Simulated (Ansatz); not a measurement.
**H₂OSZn: up Jacob's ladder to CCSD(T)**

One table from this session's results is given with a row withheld; the runs are named, their logs left out.

Method: functionals in def2-TZVPP, the program's frozen cores in correlated methods; program: Ansatz 0.2.0, Gaussian basis.

The runs, in order: LDA (SPW92), PBE-D4, revPBE-D4, BLYP-D4, r2SCAN-D4, B97M-V, PBE0-D4, B3LYP-D4, r2SCANh-D4, r2SCAN0-D4, HSE06-D4, BHLYP-D4, CAM-B3LYP-D4, LC-ωPBE, ωB97X-V, ωB97M-V, B2PLYP, PBE-QIDH; CCSD(T)/def2-SVP; CCSD(T)/def2-TZVPP; CCSD(T)/def2-QZVPP; extrapolation to the limit; RPA on PBE.

### Structure used throughout

All runs share one geometry, relaxed beforehand with PBE0-D4 in a triple-zeta def2 set.

SMILES `[OH][Zn][SH]`, 5 atoms, charge 0, spin multiplicity 1.

Atoms are counted from 1 here; the program's logs count them from 0.

Bond lengths: O1–Zn2 1.773 Å, O1–H4 0.959 Å, Zn2–S3 2.149 Å, S3–H5 1.345 Å. Angles: Zn2–O1–H4 115.7°, O1–Zn2–S3 176.2°, Zn2–S3–H5 93.0°.

The first run:

Input file in.yaml:

```yaml
crystal:
  periodic: [false, false, false]
  atoms:
    - {symbol: O, position_ang: [-1.312232, -1.337274, -0.178520]}
    - {symbol: Zn, position_ang: [-0.241246, 0.074921, -0.129238]}
    - {symbol: S, position_ang: [1.030551, 1.805686, -0.209582]}
    - {symbol: H, position_ang: [-1.581916, -1.684623, 0.673305]}
    - {symbol: H, position_ang: [2.154643, 1.067689, -0.197365]}
basis:
  gaussian: {orbitals: def2-TZVPP}
hamiltonian: {xc: lda}
output: {orbitals: {seedname: orbitals}}
```

On the command line:

```
$ ansatz run in.yaml --threads 2 --pin off --events-out ev --progress --plain --max-ram 22528MiB --backend cpu
```

Steps of the session up to this table: LDA; PBE-D4 (GGA); revPBE-D4 (GGA); BLYP-D4 (GGA); r2SCAN-D4 (meta-GGA); B97M-V (meta-GGA); PBE0-D4 (hybrid); B3LYP-D4 (hybrid); r2SCANh-D4 (hybrid); r2SCAN0-D4 (hybrid); HSE06-D4 (hybrid); BHLYP-D4 (hybrid); CAM-B3LYP-D4 (range-separated); LC-ωPBE (range-separated); ωB97X-V (range-separated); ωB97M-V (range-separated); B2PLYP (double hybrid); PBE-QIDH (double hybrid).

One of the session's tables, all rows but one given; the rest of the session is left out.

It belongs to the step «Frontier levels by functional». 

| functional | HOMO (eV) | gap (eV) |
| --- | --- | --- |
| LDA (SPW92) | ? | ? |
| PBE-D4 | -6.29 | 4.42 |
| revPBE-D4 | -6.23 | 4.46 |
| BLYP-D4 | -6.13 | 4.27 |
| r2SCAN-D4 | -6.56 | 5.02 |
| B97M-V | -6.60 | 4.83 |
| PBE0-D4 | -7.51 | 6.50 |
| B3LYP-D4 | -7.26 | 5.92 |
| r2SCANh-D4 | -7.01 | 5.78 |
| r2SCAN0-D4 | -7.69 | 6.89 |
| HSE06-D4 | -7.10 | 5.73 |
| BHLYP-D4 | -8.56 | 8.25 |
| CAM-B3LYP-D4 | -8.83 | 8.66 |
| LC-ωPBE | -10.23 | 11.31 |
| ωB97X-V | -9.86 | 10.75 |
| ωB97M-V | -9.70 | 10.30 |

Estimate the missing values for LDA (SPW92).

The run gave: HOMO (eV): -6.46; gap (eV): 4.36. In the column «HOMO (eV)» it lies between r2SCAN-D4 (-6.56) and PBE-D4 (-6.29).
